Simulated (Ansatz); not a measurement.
This script makes vertical spin-state energies of CH7AlSi2, SMILES [SiH3][SiH]1[CH2][AlH]1 with Ansatz 0.2.0 through its Python package.

`ch7alsi2.py`
```python
import warnings

import ansatz

GEOMETRY = """
Si   -1.33030    1.25950    0.01480
Si   -0.36760   -0.58660    0.62770
C     1.44710   -0.48350    0.36600
Al    0.97510   -1.64110   -1.10110
H    -2.81120    1.04060   -0.21010
H    -1.19630    2.34090    1.04410
H    -0.75950    1.77940   -1.25300
H    -0.72210   -1.28390    1.84250
H     2.06320   -0.97580    1.22020
H     1.84320    0.51980    0.09790
H     0.92390   -2.02630   -2.62820
"""

warnings.simplefilter("ignore", ansatz.DeckWarning)

ch7alsi2 = ansatz.Crystal.molecule()
for line in GEOMETRY.strip().splitlines():
    symbol, *xyz = line.split()
    ch7alsi2 = ch7alsi2.atom(symbol, [float(v) for v in xyz])

model = (
    ch7alsi2.calculation()
    .basis(gaussian="pcseg-2")
    .functional("b3lyp")
)
found = {}
for unpaired in [0, 2]:
    summary = model.spin("collinear", total=unpaired).run(threads=1).report
    s = unpaired / 2
    found[unpaired] = summary["free_energy_ev"]
    print(f"2S+1 = {unpaired + 1}: E = {found[unpaired]:.5f} eV, <S^2> = {abs(summary['mean_field']['state']['spin_squared']):.3f} (pure state {s * (s + 1):.2f})")
lowest = min(found, key=found.get)
for unpaired, e in found.items():
    print(f"multiplicity {unpaired + 1}: {96.485332 * (e - found[lowest]):.1f} kJ/mol above the lowest")
```

Which spin state is lowest at this geometry, and how far above lie the others?

In order: multiplicity 1 (+0.00 eV) and multiplicity 3 (+1.31 eV), all at the one geometry.

The output:

```console
$ python ch7alsi2.py
2S+1 = 1: E = -23504.44036 eV, <S^2> = 0.000 (pure state 0.00)
2S+1 = 3: E = -23503.12644 eV, <S^2> = 2.004 (pure state 2.00)
multiplicity 1: 0.0 kJ/mol above the lowest
multiplicity 3: 126.8 kJ/mol above the lowest
```

Caveats:
- Total energies depend on the basis set; only differences at equal settings carry meaning.
- The geometry is a force-field or estimated start, not a minimum of this method, and the basis set is short of its limit. All parts are taken at fixed geometry, without zero-point energy.
- b3lyp holds the VWN-RPA fit, as in Gaussian; the form of ORCA and Turbomole is b3lyp5.
- Wall time of the script: 45 s on 1 thread of Intel(R) Xeon(R) Platinum 8259CL CPU @ 2.50GHz (Skylake/Cascade Lake) (shared host), peak memory 0.76 GiB.

(Lines on the test bed's own set-up are left out of the output.)
